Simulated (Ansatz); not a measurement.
Write a Python script for Ansatz 0.2.0, Python API that makes a single point in a Gaussian basis of C2H5ClSSi, SMILES C=C(Cl)[SiH2]S. Level of theory: LC-wPBE, cc-pVDZ basis, multiplicity 1.

```
atom    x (Å)    y (Å)    z (Å)
   C  -1.3740   0.6664   0.5009
   C  -0.3563   0.7410  -0.3249
  Cl   0.0421   2.2981  -1.0346
  Si   0.7441  -0.7551  -0.7284
   S   2.2091  -0.9395   0.7458
   H  -1.9960   1.6256   0.7021
   H  -1.7386  -0.2001   0.9705
   H  -0.1374  -1.9673  -0.6489
   H   1.2953  -0.6552  -2.0273
   H   1.3948  -0.8650   1.8478
```

`energy.py`
```python
# -*- coding: utf-8 -*-
"""Single point of C2H5ClSSi in a Gaussian basis."""

from pathlib import Path

import ansatz as az
import numpy as np
import pandas as pd

geometry_ang = [
    ("C", [-1.374, 0.6664, 0.5009]),
    ("C", [-0.3563, 0.741, -0.3249]),
    ("Cl", [0.0421, 2.2981, -1.0346]),
    ("Si", [0.7441, -0.7551, -0.7284]),
    ("S", [2.2091, -0.9395, 0.7458]),
    ("H", [-1.996, 1.6256, 0.7021]),
    ("H", [-1.7386, -0.2001, 0.9705]),
    ("H", [-0.1374, -1.9673, -0.6489]),
    ("H", [1.2953, -0.6552, -2.0273]),
    ("H", [1.3948, -0.865, 1.8478]),
]
system = az.Crystal.molecule()
for symbol, xyz in geometry_ang:
    system = system.atom(symbol, xyz)

calculation = system.calculation().basis(gaussian="cc-pVDZ").functional("lc_wpbe").forces().orbitals()
done = calculation.run(threads=1, pin="off", runs_dir="c2h5clssi_runs")
rep = done.report

print(f"E = {rep['free_energy_ev']:.6f} eV = {rep['free_energy_ev'] / 27.211386246:.7f} Ha")
print("converged:", rep["converged"], " doubts:", rep["published_state_doubts"] or "none")

state = rep["mean_field"]["state"]
print(f"mean field: {state['energy']['hartree']:.7f} Ha, <S^2> = {abs(state['spin_squared']):.4f}, stability: {state.get('stability', {}).get('kind')}")

symbols = [site.symbol for site in system.cartesian_sites]
print("forces (eV/A)")
for symbol, f in zip(symbols, rep["forces_ev_ang"]):
    print(f"  {symbol:2s} {f[0]:9.4f} {f[1]:9.4f} {f[2]:9.4f}")

charges = rep["charge_distribution"]
table = pd.DataFrame({"atom": symbols, "mulliken": charges["mulliken_charges_e"], "lowdin": charges["lowdin_charges_e"]})
print(table.round(3).to_string())
print("dipole (e A):", np.round(charges["dipole_moment_e_ang"], 4) + 0.0)

lines = Path(rep["orbitals_path"]).read_text().splitlines()
field_of = lambda key: [line.split("=")[1].strip() for line in lines if line.startswith(key)]
orbitals = [(27.211386 * float(e), s, float(n)) for e, s, n in zip(field_of("Ene="), field_of("Spin="), field_of("Occup="))]
homo = max(e for e, _, n in orbitals if n > 0.5)
lumo = min(e for e, _, n in orbitals if n < 0.5)
for e, spin, n in sorted(orbitals):
    if homo - 10 < e < lumo + 5:
        print(f"{spin:6s} {e:10.3f} eV  occupation {n:.0f}")
```

```console
$ python energy.py
E = -33380.414154 eV = -1226.7075941 Ha
converged: True  doubts: none
mean field: -1226.7075941 Ha, <S^2> = 0.0000, stability: minimum
forces (eV/A)
  C    -1.7917    3.4377    0.1554
  C     0.9066   -0.0529   -0.7450
  Cl    0.0657   -0.3946    0.0931
  Si   -1.9496   -0.0886    1.1261
  S     0.9371   -0.0037    1.0842
  H     1.0574   -1.6118   -0.2178
  H    -0.2443   -1.5810    0.6057
  H    -0.0428    0.1493   -0.0815
  H     0.8665    0.1717   -1.3294
  H     0.1952   -0.0260   -0.6908
  atom  mulliken  lowdin
0    C     0.030  -0.036
1    C    -0.310  -0.358
2   Cl    -0.061   0.252
3   Si     0.390   0.029
4    S    -0.219   0.165
5    H     0.079   0.042
6    H     0.049   0.010
7    H    -0.049  -0.057
8    H    -0.027  -0.048
9    H     0.118   0.001
dipole (e A): [-0.3222 -0.2024  0.1759]
Alpha     -19.807 eV  occupation 2
Alpha     -18.122 eV  occupation 2
Alpha     -16.159 eV  occupation 2
Alpha     -15.461 eV  occupation 2
Alpha     -14.469 eV  occupation 2
Alpha     -13.771 eV  occupation 2
Alpha     -13.309 eV  occupation 2
Alpha     -12.780 eV  occupation 2
Alpha     -12.071 eV  occupation 2
Alpha     -11.431 eV  occupation 2
Alpha     -10.371 eV  occupation 2
Alpha     -10.149 eV  occupation 2
Alpha       1.574 eV  occupation 0
Alpha       2.545 eV  occupation 0
Alpha       2.980 eV  occupation 0
Alpha       3.532 eV  occupation 0
Alpha       4.089 eV  occupation 0
Alpha       4.525 eV  occupation 0
Alpha       4.920 eV  occupation 0
Alpha       5.542 eV  occupation 0
```

Notes:
- These settings explore the input space; basis and method may be short of convergence.
- The geometry is a force-field or estimated start, not a minimum of this method, and the basis set is short of its limit.
- The Löwdin charges here are taken after orthogonalising the functions within each atom; they differ from plain Löwdin charges, and their signs can be unphysical.
- Alpha marks a spatial orbital of a restricted run, filled by both spins.
- Levels such as HOMO and LUMO are orbital energies: with these approximate functionals they aren't the ionisation energy and electron affinity, and their gap isn't the fundamental gap.
- Timing: 6 s on 1 thread of Arm Neoverse V2, on a shared host, peak memory 0.32 GiB.

(A comment or docstring line of the script was reworded after the run, the code is as it ran; lines on the test bed's own set-up are left out of the output.)
